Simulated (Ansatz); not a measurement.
Sb, space group Pm-3m, a surface slab

Program: Ansatz 0.2.0 through its Python package.

Notebook, run cell by cell (the value of a cell's last expression is shown):

```python
import ansatz as az
from ase import Atoms
from ase.build import surface
import numpy as np
```

```python
atoms = Atoms(
    ['Sb'],
    scaled_positions=[
        (0.0, 0.0, 0.0),
    ],
    cell=[
        (3.16, 0.0, 0.0),
        (0.0, 3.16, 0.0),
        (0.0, 0.0, 3.16),
    ],
    pbc=True,
)
slab = surface(atoms, (1, 1, 1), 4, vacuum=8.0)
slab.pbc = True
```

```python
print(slab.get_chemical_formula(), 'area {:.3f} A^2, cell height {:.2f} A'.format(np.linalg.norm(np.cross(slab.cell[0], slab.cell[1])), slab.cell[2, 2]))
```

    Sb4 area 17.296 A^2, cell height 21.47 A

```python
def common(structure):
    return (
        az.Crystal.from_ase(structure).calculation()
        .scf(tolerance=1e-08)
        .functional('PBEsol')
        .occupations('methfessel_paxton', width=0.15)
        .basis(21 * az.Ha)
    )
```

```python
setup = common(slab)
setup = setup.kpoints(5, 5, 1).electric_field(axis=3, dipole_correction=True)
setup = setup.potential()
setup = setup.forces()
res = setup.run(threads=1, pin='off')
data = res.report
```

    RunWarning: The output density's exchange-correlation potential varies sharply where the density is thin. Do not read a vacuum level from v_tot or v_xc, or from such a field of the output density. On a cell that repeats whose density bears no net charge and no dipole along the vacuum's axis use v_es (v_loc + v_h of [...]

```python
data['mixing_algorithm'], data['preconditioner'], data['eigensolver']
```

    ('MSR1', 'Resta', 'band_cg')

```python
type(res).__name__, type(data).__name__
```

    ('RunOutcome', 'dict')

```python
print(f'slab free energy {data["free_energy_ev"]:.4f} eV, Fermi level {data["fermi_energy_ev"]:.3f} eV')
face = data['work_function']
print('work function (eV), upper and lower face:', *(round(face[k], 3) for k in ('phi_plus_ev', 'phi_minus_ev') if face.get(k) is not None))
print(f'dipole {face["dipole_moment_e_ang"]:+.4f} e A')
```

    slab free energy -25630.8918 eV, Fermi level 0.170 eV
    work function (eV), upper and lower face: 4.355 4.354
    dipole -0.0000 e A

```python
bulk = common(atoms).kpoints(7, 7, 7).run(threads=1, pin='off').report
excess = data['free_energy_ev'] - bulk['free_energy_ev'] * len(slab) / len(atoms)
area = np.linalg.norm(np.cross(slab.cell[0], slab.cell[1]))
print(f'mean surface energy {excess / (2 * area) * 16.02177:.3f} J/m^2 ({1000 * excess / (2 * area):.1f} meV/A^2)')
```

    mean surface energy 0.588 J/m^2 (36.7 meV/A^2)

```python
print('z (A) and force along z (eV/A)')
for site, force in sorted(zip(res.lattice.sites, data['forces_ev_ang']), key=lambda pair: pair[0].position_ang[2]):
    print(f'{site.symbol:3s} {site.position_ang[2]:8.3f} {force[2]:9.4f}')
```

    z (A) and force along z (eV/A)
    Sb     8.000    1.7267
    Sb     9.824   -1.8819
    Sb    11.649    1.8819
    Sb    13.473   -1.7267

What to keep in mind:
- Absolute energies stand on the zero of these potentials, so only differences at equal settings mean something. A total without «per atom» is that of the cell as typed.
- An absolute Fermi energy rests on an arbitrary zero of the periodic potential and has no direct meaning.
- This isn't the structure that Sb takes at ambient conditions.
- Warnings are shown shortened and without file and line.
- The slab is thin and cut from the structure as given; a cut can leave two unlike or polar faces, and the surface energy is then their mean. Miller indices refer to the vectors of the cell as typed, and the lattice isn't relaxed for this functional, so relaxation and surface energy can hold strain.
- Timing: 11 s on 1 thread of Intel(R) Xeon(R) Platinum 8488C (Sapphire Rapids), on a shared host, peak memory 0.72 GiB.

(Lines on the test bed's own set-up are left out of the output.)
